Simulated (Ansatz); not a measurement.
**LiCuOF (P4/mmm): scan of the energy under strain in Python**

The task is a scan of the energy under strain, for LiCuOF (P4/mmm).

Computed with Ansatz 0.2.0, driven from Python. Level of theory: DFT r2SCAN, plane waves, norm-conserving potentials.

### 1 The structure

The structure is tetragonal, space group P4/mmm (No. 123). The conventional cell has a = 2.794 Å, b = 2.794 Å, c = 4.988 Å, α = 90.00°, β = 90.00°, γ = 90.00°. Li (site symmetry 4/mmm) has 4 F at 1.98 Å as nearest neighbours. Around Cu (site symmetry 4/mmm) lie 4 O at 1.98 Å. O (site symmetry 4/mmm) has 4 Cu at 1.98 Å as nearest neighbours. F (site symmetry 4/mmm) has 4 Li at 1.98 Å as nearest neighbours.

No structure file is read: the coordinates are typed or built in the script.

### 2 The code

The input, licuof_strain.py:

```python
# -*- coding: utf-8 -*-
import ansatz as az
import numpy as np

vectors0 = np.array([
    [2.794498, 0.0, 0.0],
    [0.0, 2.794498, 0.0],
    [0.0, 0.0, 4.988393],
])
sites = [
    ('Li', [0.5, 0.5, 0.5]),
    ('Cu', [0.0, 0.0, 0.0]),
    ('O', [0.5, 0.5, 0.0]),
    ('F', [0.0, 0.0, 0.5]),
]


def crystal_on(cell):
    crystal = az.Crystal(lattice=az.Lattice.of(cell))
    for symbol, position in sites:
        crystal = crystal.atom(symbol, position)
    return crystal


def main():
    values = np.linspace(-0.05, 0.05, 7)
    energies = []
    for d in values:
        strain = np.diag([d, d, 0])
        cell = vectors0 @ (np.eye(3) + strain)
        model = crystal_on(cell).calculation()
        model = model.accuracy('low').functional('r2SCAN')
        model = model.mixing('anderson', ndim=4, beta=0.6)
        model = model.initial_density(normalization='cell')
        model = model.occupations('Methfessel-Paxton', width=0.02)
        model = model.pseudopotentials('nc')
        model = model.kpoints(12, 12, 7)
        report = model.run().report
        energies.append(report['free_energy_ev'] / len(sites))
        print(f'd = {d:+.4f}  F = {energies[-1]:.5f} eV/atom')
    energies = np.array(energies)

    for value, e in zip(values, energies):
        print(f'strain {value:7.3f}   E - Emin = {1000 * (e - energies.min()):9.3f} meV/atom')
    curvature = 2 * np.polyfit(values, energies, 3)[1]
    volume = abs(np.linalg.det(vectors0)) / len(sites)
    print(f'd2E/dd2 over the volume: {curvature / volume * 160.21766:.1f} GPa')


if __name__ == '__main__':
    main()
```

### 3 The input behind the calls

The engine receives this input (first run):

```yaml
crystal:
  lattice:
    - [2.6547731, 0.0, 0.0]
    - [0.0, 2.6547731, 0.0]
    - [0.0, 0.0, 4.988393]
  atoms:
    - { symbol: Li, position: [0.5, 0.5, 0.5] }
    - { symbol: Cu, position: [0.0, 0.0, 0.0] }
    - { symbol: O, position: [0.5, 0.5, 0.0] }
    - { symbol: F, position: [0.0, 0.0, 0.5] }
accuracy: low
kpoints:
  mp_grid:
    grid: [12, 12, 7]
hamiltonian:
  xc: r2scan
  pseudopotentials:
    kind: nc
scf:
  mixing:
    algorithm: anderson
    beta: 0.6
    ndim: 4
  occupations:
    method: methfessel_paxton
    width: 0.02
  initial_density:
    normalization: cell
```

### 4 The run

Command:

```
> python licuof_strain.py
```

**Question.** How much energy does this biaxial strain cost, and what curvature follows?

**Answer**, as computed:

| quantity | value |
| --- | --- |
| curvature under the strain | 793.8 GPa |
| runs compared | 7 |
| range of energy | 92.77 meV/atom |
| lowest point, strain | -0.017 |

Against the unstrained cell the energy per atom changes by +33.54 meV at one end of the scan and +86.81 meV at the other, and its second derivative over the volume is 793.8 GPa. The cell holds an odd number of electrons and is run without spin, so a magnetic state may lie lower. Such functionals run on norm-conserving files made under PBE, which can move pressures by some GPa. The curvature belongs to this strain pattern and to the cell's stress; it equals a single elastic constant only for simple patterns. In a metal a curvature from energy changes of a few meV or less hangs on mesh and smearing, in size and even in sign. Without a Hubbard U or exact exchange, semilocal functionals often make such 3d compounds metallic or too weakly gapped. This cell is a computed structure, which may not be the phase found in nature. The ions keep their fractional positions (clamped ions).
